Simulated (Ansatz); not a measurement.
# C₂HBrCl₂: up Jacob's ladder to CCSD(T)

The task here is to estimate one member of a computed series from the others.

Method: functionals in def2-TZVPP, the program's frozen cores in correlated methods; program: Ansatz 0.2.0, Gaussian basis.

Plan: PBE-D4, r2SCAN-D4, PBE0-D4, B3LYP-D4, ωB97X-V, ωB97M-V, B2PLYP; CCSD(T)/def2-TZVPP; MP2/def2-QZVPP; extrapolation to the limit.

**The relaxed structure**

All runs share one geometry, relaxed beforehand with PBE0-D4 in a triple-zeta def2 set.

SMILES `Cl/C=C(\Cl)Br`, 6 atoms, charge 0, spin multiplicity 1.

Atoms are counted from 1 here; the program's logs count them from 0.

Bond lengths: Cl1–C2 1.703 Å, C2–C3 1.328 Å, C2–H6 1.081 Å, C3–Cl4 1.699 Å, C3–Br5 1.878 Å. Angles: Cl1–C2–C3 123.7°, Cl1–C2–H6 115.3°, C3–C2–H6 120.9°, C2–C3–Cl4 124.3°, C2–C3–Br5 119.5°, Cl4–C3–Br5 116.2°.

As a file:

```xyz
6

Cl    0.09246   -1.86725    1.10253
C     0.31431   -0.24749    0.62506
C    -0.21547    0.27662   -0.47457
Cl   -1.19118   -0.58172   -1.56920
Br    0.10680    2.07957   -0.88839
H     0.92798    0.34917    1.28476
```

Set-up of the first run:

File in.yaml:

```yaml
crystal:
  periodic: [false, false, false]
  atoms:
    - {symbol: Cl, position_ang: [0.092458, -1.867250, 1.102533]}
    - {symbol: C, position_ang: [0.314314, -0.247489, 0.625060]}
    - {symbol: C, position_ang: [-0.215472, 0.276621, -0.474567]}
    - {symbol: Cl, position_ang: [-1.191181, -0.581718, -1.569201]}
    - {symbol: Br, position_ang: [0.106796, 2.079569, -0.888389]}
    - {symbol: H, position_ang: [0.927984, 0.349168, 1.284763]}
basis:
  gaussian: {orbitals: def2-TZVPP}
hamiltonian: {xc: pbe, dispersion: d4}
output: {forces: true, orbitals: {seedname: orbitals}}
```

Launch:

```bash
$ ansatz run in.yaml --threads 4 --pin off --events-out ev --progress --plain --max-ram 10444MiB
```

Among the steps run: PBE-D4 (GGA); r2SCAN-D4 (meta-GGA); PBE0-D4 (hybrid); B3LYP-D4 (hybrid); ωB97X-V (range-separated); ωB97M-V (range-separated); B2PLYP (double hybrid); CCSD(T) in def2-TZVPP; MP2 in def2-QZVPP.

One of the session's tables, all rows but one given; the rest of the session is left out.

| method | atomisation energy (kcal/mol) |
| --- | --- |
| PBE-D4 | 514.6 |
| r2SCAN-D4 | ? |
| PBE0-D4 | 496.6 |
| B3LYP-D4 | 480.0 |
| ωB97X-V | 484.2 |
| ωB97M-V | 485.9 |
| B2PLYP | 475.8 |
| HF/def2-TZVPP | 317.3 |
| MP2/def2-TZVPP | 492.1 |
| CCSD/def2-TZVPP | 451.7 |
| CCSD(T)/def2-TZVPP | 467.3 |
| MP2/CBS | 509.7 |
| CCSD(T)/CBS | 484.8 |

Q: Estimate the row for r2SCAN-D4 from the others.

The run gave: atomisation energy (kcal/mol): 492.0. In the column «atomisation energy (kcal/mol)» it lies between ωB97M-V (485.9) and MP2/def2-TZVPP (492.1).
